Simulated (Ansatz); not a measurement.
**F2H3InSi: one species, many methods**

An exercise on one series of results from a longer session: the logs are not shown, and one member is left open.

Program: Ansatz 0.2.0, Gaussian basis. Level of theory: functionals in def2-TZVPP, the program's frozen cores in correlated methods. These are calculated values, not measurements.

Levels to be run: LDA (SPW92), PBE-D4, revPBE-D4, BLYP-D4, r2SCAN-D4, B97M-V, PBE0-D4, B3LYP-D4, r2SCANh-D4, r2SCAN0-D4, HSE06-D4, BHLYP-D4, CAM-B3LYP-D4, LC-ωPBE, ωB97X-V, ωB97M-V, B2PLYP, PBE-QIDH; CCSD(T)/def2-SVP; CCSD(T)/def2-TZVPP; CCSD(T)/def2-QZVPP; extrapolation to the limit; RPA on PBE.

## The geometry

An earlier PBE0-D4 in a triple-zeta def2 set relaxation fixed the geometry. In takes the def2 core potential; no spin-orbit term is included.

SMILES `[F][In]([F])[SiH3]`, 7 atoms, charge 0, spin multiplicity 1.

Atoms are counted from 1 here; the program's logs count them from 0.

Bond lengths: F1–In2 1.944 Å, In2–F3 1.944 Å, In2–Si4 2.541 Å, Si4–H5 1.482 Å, Si4–H6 1.483 Å, Si4–H7 1.482 Å. Angles: F1–In2–F3 106.0°, F1–In2–Si4 126.9°, F3–In2–Si4 127.2°, In2–Si4–H5 108.7°, In2–Si4–H6 107.5°, In2–Si4–H7 108.5°, H5–Si4–H6 110.6°, H5–Si4–H7 110.9°, H6–Si4–H7 110.5°.

Geometry (Å):

```mol
F2H3InSi
  3D, bonds by distance, orders not assigned

  7  6  0  0  0  0  0  0  0  0999 V2000
    0.0855   -2.4642    1.5814 F   0  0
    0.7303   -0.8960    0.6300 In  0  0
    2.6647   -0.9109    0.8242 F   0  0
   -0.6758    0.8289   -0.5966 Si  0  0
    0.1608    1.4711   -1.6375 H   0  0
   -1.1252    1.8296    0.4019 H   0  0
   -1.8403    0.1416   -1.2034 H   0  0
  1  2  8  0
  2  3  8  0
  2  4  8  0
  4  5  8  0
  4  6  8  0
  4  7  8  0
M  END
```

The first run:

in.yaml

```yaml
crystal:
  periodic: [false, false, false]
  atoms:
    - {symbol: F, position_ang: [0.085505, -2.464231, 1.581430]}
    - {symbol: In, position_ang: [0.730313, -0.895967, 0.629955]}
    - {symbol: F, position_ang: [2.664726, -0.910927, 0.824165]}
    - {symbol: Si, position_ang: [-0.675844, 0.828876, -0.596563]}
    - {symbol: H, position_ang: [0.160804, 1.471133, -1.637509]}
    - {symbol: H, position_ang: [-1.125200, 1.829566, 0.401924]}
    - {symbol: H, position_ang: [-1.840304, 0.141550, -1.203403]}
basis:
  gaussian: {orbitals: def2-TZVPP}
hamiltonian: {xc: lda}
output: {orbitals: {seedname: orbitals}}
```

Launch:

```
$ ansatz run in.yaml --threads 2 --pin off --events-out ev --progress --plain --max-ram 22528MiB --backend cpu
```

Among the steps run: LDA; PBE-D4 (GGA); revPBE-D4 (GGA); BLYP-D4 (GGA); r2SCAN-D4 (meta-GGA); B97M-V (meta-GGA); PBE0-D4 (hybrid); B3LYP-D4 (hybrid); r2SCANh-D4 (hybrid); r2SCAN0-D4 (hybrid); HSE06-D4 (hybrid); BHLYP-D4 (hybrid); CAM-B3LYP-D4 (range-separated); LC-ωPBE (range-separated); ωB97X-V (range-separated); ωB97M-V (range-separated); B2PLYP (double hybrid); PBE-QIDH (double hybrid).

One table of the session follows, with a row left open; its other results are not shown here.

```
  functional  HOMO (eV)  LUMO (eV)  gap (eV)
 LDA (SPW92)      -7.81      -2.95      4.86
      PBE-D4      -7.58      -2.65      4.93
   revPBE-D4      -7.50      -2.53      4.97
     BLYP-D4      -7.47      -2.61      4.86
   r2SCAN-D4      -7.90      -2.48      5.43
      B97M-V      -7.97      -2.69      5.28
     PBE0-D4      -8.90      -1.96      6.93
    B3LYP-D4      -8.69      -2.22      6.47
  r2SCANh-D4      -8.40      -2.23      6.17
  r2SCAN0-D4      -9.11      -1.87      7.24
    HSE06-D4      -8.50      -2.32      6.18
    BHLYP-D4          ?          ?         ?
CAM-B3LYP-D4     -10.19      -1.10      9.09
     LC-ωPBE     -11.41       0.04     11.45
     ωB97X-V     -11.10      -0.10     11.00
     ωB97M-V     -10.97      -0.36     10.60
```

Estimate the missing values for BHLYP-D4.

Worked estimate for «HOMO (eV)». Against the share of exact exchange, BLYP-D4 (0, -7.47), B3LYP-D4 (0.2, -8.69) give a slope of -6.10 per unit share; at 0.5 the line stands at -10.52.

The run gave: HOMO (eV): -10.01; LUMO (eV): -1.32; gap (eV): 8.70. In «HOMO (eV)» the line misses by -0.51.

Caveats from the session: All levels share the lack of spin-orbit coupling, which lowers the free heavy atoms and so the true binding.
